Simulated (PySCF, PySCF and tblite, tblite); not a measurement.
# CH₇AsGe: a scan of pyramidal angle, part 2 of 3

PySCF and tblite. Atoms count from 0. Earlier steps stand in the parts before.

### 9 Shieldings, coordinate held at 43.7: PBE0/pcSseg-1

Job settings and geometry (Å):

```
{"job": {"kind": "nmr", "xc": "PBE0", "basis": "pcSseg-1", "every": 1, "pop": false}, "charge": 0, "multiplicity": 1}
C     -1.365341    -0.704146    -0.236750
Ge    -0.112571     0.789963     0.145042
As     2.229800     0.478083     0.246857
H     -1.148789    -1.143332    -1.207929
H     -1.268305    -1.484302     0.514841
H     -2.395859    -0.362723    -0.240716
H     -0.532201     1.430799     1.452776
H     -0.372648     1.887821    -0.866839
H      2.427470    -0.658465     1.204589
H      2.585367    -0.213182    -1.035155
```

The program printed:

```text
coarse grid: 37232 points
cycle   1  E = -4354.0757150842  dE = -1.522e+00  |g| = 1.090e+00  |ddm| = 2.909e+00
cycle   2  E = -4354.0561335111  dE =  1.958e-02  |g| = 9.799e-01  |ddm| = 8.650e-01
cycle   3  E = -4354.1422344139  dE = -8.610e-02  |g| = 1.442e-01  |ddm| = 5.998e-01
cycle   4  E = -4354.1452614284  dE = -3.027e-03  |g| = 3.126e-02  |ddm| = 1.291e-01
cycle   5  E = -4354.1454563424  dE = -1.949e-04  |g| = 5.222e-03  |ddm| = 2.723e-02
cycle   6  E = -4354.1454622027  dE = -5.860e-06  |g| = 1.195e-03  |ddm| = 5.143e-03
final grid: 74928 points
cycle   7  E = -4354.1454655455  dE =  8.251e-08  |g| = 1.380e-03  |ddm| = 2.484e-03
cycle   8  E = -4354.1454653041  dE =  2.413e-07  |g| = 1.737e-03  |ddm| = 2.713e-03
cycle   9  E = -4354.1454659510  dE = -6.469e-07  |g| = 7.567e-05  |ddm| = 1.532e-03
cycle  10  E = -4354.1454659529  dE = -1.858e-09  |g| = 1.178e-05  |ddm| = 1.033e-04
cycle  11  E = -4354.1454659529  dE = -3.274e-11  |g| = 2.427e-06  |ddm| = 1.259e-05
converged SCF energy = -4354.1454659529

GIAO shielding tensors (ppm)
atom      isotropic    diamagn.    paramagn.     s11        s22        s33       span
  0 C      186.392     251.226     -64.834    178.535    183.482    197.160     18.625
  1 Ge    1502.959    2754.412   -1251.453   1354.040   1513.377   1641.461    287.421
  2 As    1871.575    2875.290   -1003.715   1750.231   1867.465   1997.029    246.798
  3 H       31.177      30.515       0.661     26.068     28.748     38.715     12.647
  4 H       31.177      30.521       0.656     26.067     28.748     38.716     12.649
  5 H       31.187      29.456       1.732     25.563     27.659     40.340     14.777
  6 H       27.487      28.685      -1.198     20.239     22.947     39.277     19.038
  7 H       27.487      28.684      -1.197     20.243     22.943     39.275     19.032
  8 H       29.187      28.964       0.222     21.668     23.961     41.931     20.264
  9 H       29.187      28.965       0.222     21.669     23.954     41.938     20.269
```

It took 5.7 s on 1 thread of AMD EPYC 9R45, shared host; peak memory 0.78 GiB.

In short: HOMO -6.90 eV, LUMO 0.48 eV; dipole 1.32 D.

### 10 Shieldings, coordinate held at -54.9: PBE0/pcSseg-1

Job settings and geometry (Å):

```
{"job": {"kind": "nmr", "xc": "PBE0", "basis": "pcSseg-1", "every": 1, "pop": false}, "charge": 0, "multiplicity": 1}
C     -1.521675    -0.675940    -0.243952
Ge    -0.004064     0.544107     0.099780
As     2.105097    -0.606927     0.025187
H     -1.428716    -1.133694    -1.226695
H     -1.543924    -1.474935     0.494428
H     -2.473235    -0.154210    -0.204632
H     -0.278990     1.234009     1.425344
H     -0.116401     1.686711    -0.895515
H      2.578325     0.102368     1.260560
H      2.717754     0.489594    -0.796700
```

The program printed:

```text
coarse grid: 37232 points
cycle   1  E = -4354.0799528271  dE = -1.540e+00  |g| = 1.089e+00  |ddm| = 2.883e+00
cycle   2  E = -4354.0564953919  dE =  2.346e-02  |g| = 9.846e-01  |ddm| = 8.693e-01
cycle   3  E = -4354.1462663702  dE = -8.977e-02  |g| = 1.442e-01  |ddm| = 6.118e-01
cycle   4  E = -4354.1493532570  dE = -3.087e-03  |g| = 3.370e-02  |ddm| = 1.228e-01
cycle   5  E = -4354.1495180700  dE = -1.648e-04  |g| = 4.349e-03  |ddm| = 2.544e-02
cycle   6  E = -4354.1495215729  dE = -3.503e-06  |g| = 1.007e-03  |ddm| = 6.971e-03
final grid: 74928 points
cycle   7  E = -4354.1495311317  dE = -1.152e-08  |g| = 1.180e-03  |ddm| = 3.275e-03
cycle   8  E = -4354.1495310593  dE =  7.233e-08  |g| = 1.456e-03  |ddm| = 3.038e-03
cycle   9  E = -4354.1495314819  dE = -4.226e-07  |g| = 8.310e-05  |ddm| = 1.453e-03
cycle  10  E = -4354.1495314842  dE = -2.260e-09  |g| = 1.347e-05  |ddm| = 1.266e-04
cycle  11  E = -4354.1495314842  dE = -2.274e-11  |g| = 2.337e-06  |ddm| = 1.154e-05
converged SCF energy = -4354.1495314842

GIAO shielding tensors (ppm)
atom      isotropic    diamagn.    paramagn.     s11        s22        s33       span
  0 C      189.388     250.289     -60.901    182.334    187.068    198.762     16.428
  1 Ge    1513.233    2755.352   -1242.119   1389.103   1509.107   1641.489    252.386
  2 As    2028.662    2876.276    -847.615   1911.493   2046.675   2127.818    216.324
  3 H       31.276      29.972       1.304     26.026     28.835     38.968     12.942
  4 H       31.277      29.982       1.295     26.014     28.855     38.963     12.948
  5 H       31.321      29.437       1.884     25.539     27.720     40.705     15.166
  6 H       27.332      29.355      -2.023     19.870     22.826     39.298     19.428
  7 H       27.327      29.350      -2.023     19.870     22.816     39.295     19.425
  8 H       29.766      28.915       0.851     21.397     24.819     43.082     21.685
  9 H       29.765      28.914       0.851     21.397     24.817     43.080     21.684
```

Run time: 5.8 s. Hardware: 1 thread of AMD EPYC 9R45, shared host; peak memory 0.78 GiB.

In short: HOMO -7.57 eV, LUMO 0.15 eV; dipole 0.27 D.

### 11 Shieldings, coordinate held at -26.2: PBE0/pcSseg-1

Job settings and geometry (Å):

```
{"job": {"kind": "nmr", "xc": "PBE0", "basis": "pcSseg-1", "every": 1, "pop": false}, "charge": 0, "multiplicity": 1}
C     -1.418405    -0.671115    -0.237244
Ge    -0.172917     0.805337     0.140371
As     1.928997    -0.285442     0.073868
H     -1.192797    -1.114651    -1.205145
H     -1.313918    -1.452274     0.513227
H     -2.452616    -0.338429    -0.244347
H     -0.568477     1.451835     1.463390
H     -0.404750     1.912137    -0.882630
H      2.738764    -0.382307     1.329086
H      2.899213     0.071998    -1.008499
```

The program printed:

```text
coarse grid: 37232 points
cycle   1  E = -4354.0467942997  dE = -1.487e+00  |g| = 1.099e+00  |ddm| = 2.920e+00
cycle   2  E = -4354.0246323934  dE =  2.216e-02  |g| = 9.959e-01  |ddm| = 9.229e-01
cycle   3  E = -4354.1176850241  dE = -9.305e-02  |g| = 1.470e-01  |ddm| = 6.257e-01
cycle   4  E = -4354.1208369081  dE = -3.152e-03  |g| = 3.179e-02  |ddm| = 1.250e-01
cycle   5  E = -4354.1209875883  dE = -1.507e-04  |g| = 4.412e-03  |ddm| = 2.386e-02
cycle   6  E = -4354.1209913571  dE = -3.769e-06  |g| = 1.133e-03  |ddm| = 5.807e-03
final grid: 74928 points
cycle   7  E = -4354.1210217064  dE =  6.755e-08  |g| = 1.335e-03  |ddm| = 2.846e-03
cycle   8  E = -4354.1210215101  dE =  1.964e-07  |g| = 1.665e-03  |ddm| = 2.874e-03
cycle   9  E = -4354.1210221751  dE = -6.651e-07  |g| = 7.764e-05  |ddm| = 1.483e-03
cycle  10  E = -4354.1210221771  dE = -2.038e-09  |g| = 2.231e-05  |ddm| = 1.255e-04
cycle  11  E = -4354.1210221772  dE = -7.367e-11  |g| = 1.755e-06  |ddm| = 1.649e-05
converged SCF energy = -4354.1210221772

GIAO shielding tensors (ppm)
atom      isotropic    diamagn.    paramagn.     s11        s22        s33       span
  0 C      181.339     250.807     -69.468    165.096    179.081    199.840     34.744
  1 Ge    1488.570    2755.010   -1266.441   1329.734   1499.996   1635.979    306.245
  2 As    1851.603    2878.725   -1027.121   1628.135   1889.628   2037.048    408.913
  3 H       30.991      30.187       0.804     26.251     28.817     37.905     11.654
  4 H       30.991      30.198       0.794     26.252     28.814     37.908     11.656
  5 H       31.287      29.372       1.914     25.465     27.441     40.954     15.489
  6 H       26.830      28.414      -1.584     19.600     22.063     38.827     19.227
  7 H       26.827      28.409      -1.582     19.595     22.061     38.825     19.230
  8 H       28.447      29.092      -0.645     20.225     23.471     41.644     21.419
  9 H       28.449      29.093      -0.644     20.226     23.477     41.644     21.417
```

Run time: 5.8 s. Hardware: 1 thread of AMD EPYC 9R45, shared host; peak memory 0.78 GiB.

In short: HOMO -6.05 eV, LUMO -0.25 eV; dipole 0.50 D.

### 12 Shieldings, coordinate held at 25.7: PBE0/pcSseg-1

Job settings and geometry (Å):

```
{"job": {"kind": "nmr", "xc": "PBE0", "basis": "pcSseg-1", "every": 1, "pop": false}, "charge": 0, "multiplicity": 1}
C     -1.570886    -0.716062    -0.256744
Ge    -0.134861     0.623349     0.108527
As     2.192995     0.393046     0.226366
H     -1.434928    -1.167589    -1.236542
H     -1.554144    -1.509439     0.486627
H     -2.549072    -0.245328    -0.230995
H     -0.415244     1.286002     1.439812
H     -0.252767     1.747960    -0.897089
H      2.804419    -0.422911     1.317546
H      2.968515     0.035208    -0.998814
```

The program printed:

```text
coarse grid: 37232 points
cycle   1  E = -4354.0495347558  dE = -1.483e+00  |g| = 1.094e+00  |ddm| = 2.932e+00
cycle   2  E = -4354.0320151929  dE =  1.752e-02  |g| = 9.832e-01  |ddm| = 8.904e-01
cycle   3  E = -4354.1179480848  dE = -8.593e-02  |g| = 1.462e-01  |ddm| = 6.047e-01
cycle   4  E = -4354.1210098241  dE = -3.062e-03  |g| = 3.062e-02  |ddm| = 1.321e-01
cycle   5  E = -4354.1211997535  dE = -1.899e-04  |g| = 5.867e-03  |ddm| = 2.837e-02
cycle   6  E = -4354.1212073631  dE = -7.610e-06  |g| = 1.130e-03  |ddm| = 5.456e-03
final grid: 74928 points
cycle   7  E = -4354.1211979094  dE =  9.984e-08  |g| = 1.337e-03  |ddm| = 2.301e-03
cycle   8  E = -4354.1211976392  dE =  2.702e-07  |g| = 1.739e-03  |ddm| = 2.873e-03
cycle   9  E = -4354.1211983048  dE = -6.655e-07  |g| = 7.160e-05  |ddm| = 1.629e-03
cycle  10  E = -4354.1211983062  dE = -1.478e-09  |g| = 9.627e-06  |ddm| = 8.912e-05
cycle  11  E = -4354.1211983062  dE = -1.000e-11  |g| = 2.693e-06  |ddm| = 1.286e-05
converged SCF energy = -4354.1211983062

GIAO shielding tensors (ppm)
atom      isotropic    diamagn.    paramagn.     s11        s22        s33       span
  0 C      183.742     251.166     -67.423    172.638    182.267    196.322     23.683
  1 Ge    1477.073    2754.457   -1277.385   1270.641   1532.084   1628.493    357.852
  2 As    1840.549    2875.852   -1035.304   1631.010   1852.395   2038.241    407.232
  3 H       31.063      30.067       0.995     26.134     28.566     38.488     12.353
  4 H       31.063      30.080       0.983     26.133     28.570     38.487     12.355
  5 H       31.234      29.273       1.961     25.898     27.846     39.956     14.058
  6 H       27.052      28.671      -1.619     19.110     23.549     38.497     19.387
  7 H       27.052      28.668      -1.616     19.113     23.545     38.498     19.385
  8 H       28.612      28.647      -0.035     20.527     23.464     41.844     21.318
  9 H       28.609      28.642      -0.033     20.525     23.459     41.842     21.317
```

Wall time 5.9 s (1 thread of AMD EPYC 9R45, shared host); peak memory 0.78 GiB.

In short: HOMO -6.11 eV, LUMO -0.19 eV; dipole 1.42 D.

### 13 Shieldings, coordinate held at 55.2: PBE0/pcSseg-1

Job settings and geometry (Å):

```
{"job": {"kind": "nmr", "xc": "PBE0", "basis": "pcSseg-1", "every": 1, "pop": false}, "charge": 0, "multiplicity": 1}
C     -1.189852    -0.695865    -0.223820
Ge    -0.072406     0.893111     0.167074
As     2.282510     0.484303     0.253581
H     -0.923640    -1.122472    -1.188348
H     -1.041897    -1.459780     0.536111
H     -2.243943    -0.436215    -0.243557
H     -0.588227     1.501569     1.459854
H     -0.424907     1.960784    -0.855048
H      2.054335    -0.759011     1.067054
H      2.194948    -0.345910    -0.996185
```

The program printed:

```text
coarse grid: 37232 points
cycle   1  E = -4354.0825703412  dE = -1.538e+00  |g| = 1.087e+00  |ddm| = 2.884e+00
cycle   2  E = -4354.0612099977  dE =  2.136e-02  |g| = 9.788e-01  |ddm| = 8.617e-01
cycle   3  E = -4354.1480193969  dE = -8.681e-02  |g| = 1.435e-01  |ddm| = 6.035e-01
cycle   4  E = -4354.1510791370  dE = -3.060e-03  |g| = 3.221e-02  |ddm| = 1.294e-01
cycle   5  E = -4354.1512792977  dE = -2.002e-04  |g| = 4.740e-03  |ddm| = 2.699e-02
cycle   6  E = -4354.1512840259  dE = -4.728e-06  |g| = 1.290e-03  |ddm| = 5.159e-03
final grid: 74928 points
cycle   7  E = -4354.1512515901  dE =  7.838e-08  |g| = 1.494e-03  |ddm| = 2.632e-03
cycle   8  E = -4354.1512513277  dE =  2.624e-07  |g| = 1.878e-03  |ddm| = 2.824e-03
cycle   9  E = -4354.1512520491  dE = -7.214e-07  |g| = 8.044e-05  |ddm| = 1.589e-03
cycle  10  E = -4354.1512520514  dE = -2.290e-09  |g| = 1.660e-05  |ddm| = 1.263e-04
cycle  11  E = -4354.1512520514  dE = -4.275e-11  |g| = 2.239e-06  |ddm| = 1.445e-05
converged SCF energy = -4354.1512520514

GIAO shielding tensors (ppm)
atom      isotropic    diamagn.    paramagn.     s11        s22        s33       span
  0 C      185.172     251.397     -66.224    176.483    180.912    198.122     21.639
  1 Ge    1500.863    2754.904   -1254.041   1378.041   1502.132   1622.417    244.376
  2 As    1980.836    2877.392    -896.556   1875.472   1972.974   2094.062    218.590
  3 H       31.226      30.759       0.467     26.164     28.936     38.577     12.413
  4 H       31.236      30.784       0.452     26.169     28.961     38.577     12.408
  5 H       31.136      29.706       1.430     25.363     27.472     40.572     15.209
  6 H       27.537      28.843      -1.306     20.607     22.521     39.482     18.876
  7 H       27.529      28.825      -1.296     20.606     22.512     39.470     18.864
  8 H       29.970      29.686       0.284     22.250     25.254     42.405     20.155
  9 H       29.969      29.683       0.286     22.243     25.283     42.381     20.138
```

Wall time 6 s (1 thread of AMD EPYC 9R45, shared host); peak memory 0.78 GiB.

This run: HOMO -7.54 eV, LUMO 0.39 eV; dipole 1.01 D.

### 14 Couplings, coordinate held at -62.6: B3LYP/pcseg-1+pcJ-1

Job settings and geometry (Å):

```
{"job": {"kind": "j", "xc": "B3LYP", "basis": {"default": "pcseg-1", "H": "pcJ-1"}, "nuclei": ["H"], "every": 2, "pop": false}, "charge": 0, "multiplicity": 1}
C     -1.536362    -0.670619    -0.243686
Ge     0.058917     0.458459     0.089950
As     2.215793    -0.703557     0.021294
H     -1.482023    -1.128327    -1.228891
H     -1.599945    -1.469449     0.491804
H     -2.451580    -0.089113    -0.190866
H     -0.174831     1.161742     1.419639
H     -0.007257     1.612782    -0.900247
H      2.448827     0.246506     1.167789
H      2.575687     0.587738    -0.667709
```

The program printed:

```text
coarse grid: 37232 points
cycle   1  E = -4354.7707231207  dE = -1.467e+00  |g| = 3.478e-01  |ddm| = 2.708e+00
cycle   2  E = -4354.7501395390  dE =  2.058e-02  |g| = 4.291e-01  |ddm| = 7.798e-01
cycle   3  E = -4354.8016824608  dE = -5.154e-02  |g| = 3.337e-02  |ddm| = 4.476e-01
cycle   4  E = -4354.8020191530  dE = -3.367e-04  |g| = 9.339e-03  |ddm| = 5.116e-02
cycle   5  E = -4354.8020451859  dE = -2.603e-05  |g| = 2.767e-03  |ddm| = 1.693e-02
cycle   6  E = -4354.8020482417  dE = -3.056e-06  |g| = 6.074e-04  |ddm| = 5.219e-03
final grid: 74928 points
cycle   7  E = -4354.8020352563  dE =  4.597e-08  |g| = 7.414e-04  |ddm| = 2.249e-03
cycle   8  E = -4354.8020351063  dE =  1.501e-07  |g| = 9.778e-04  |ddm| = 2.734e-03
cycle   9  E = -4354.8020354832  dE = -3.769e-07  |g| = 4.194e-05  |ddm| = 1.592e-03
cycle  10  E = -4354.8020354837  dE = -5.657e-10  |g| = 6.613e-06  |ddm| = 7.238e-05
converged SCF energy = -4354.8020354837

Indirect spin-spin couplings (Hz)
  i      j    bonds     total        FC       PSO       DSO        SD
  3 H    4 H    2    -13.869   -14.496     2.462    -1.836         -
  3 H    5 H    2    -13.525   -14.056     2.485    -1.954         -
  3 H    6 H    3      9.937    12.604     1.002    -3.669         -
  3 H    7 H    3      0.492     0.887     0.293    -0.688         -
  3 H    8 H    4     -1.987    -0.187     0.480    -2.280         -
  3 H    9 H    4     -0.989    -0.027     0.209    -1.171         -
  4 H    5 H    2    -13.546   -14.078     2.484    -1.951         -
  4 H    6 H    3      0.422     0.828     0.298    -0.704         -
  4 H    7 H    3      9.897    12.568     1.003    -3.674         -
  4 H    8 H    4     -1.018    -0.029     0.215    -1.204         -
  4 H    9 H    4     -1.966    -0.174     0.478    -2.270         -
  5 H    6 H    3      0.109     0.253     0.213    -0.357         -
  5 H    7 H    3      0.032     0.193     0.219    -0.381         -
  5 H    8 H    4     -1.914    -0.481     0.509    -1.942         -
  5 H    9 H    4     -1.930    -0.500     0.510    -1.940         -
  6 H    7 H    2      7.691    10.018     0.509    -2.836         -
  6 H    8 H    3     12.840    10.890    -0.286     2.236         -
  6 H    9 H    3     -1.147     0.115     0.249    -1.512         -
  7 H    8 H    3     -1.190     0.024     0.242    -1.456         -
  7 H    9 H    3     12.873    10.914    -0.288     2.247         -
  8 H    9 H    2    -26.541   -29.826     0.202     3.083         -
```

It took 6.4 s on 1 thread of AMD EPYC 9R45, shared host; peak memory 0.79 GiB.

Key values: HOMO -7.62 eV, LUMO -0.28 eV; dipole 0.35 D.

[end of part 2 of 3]
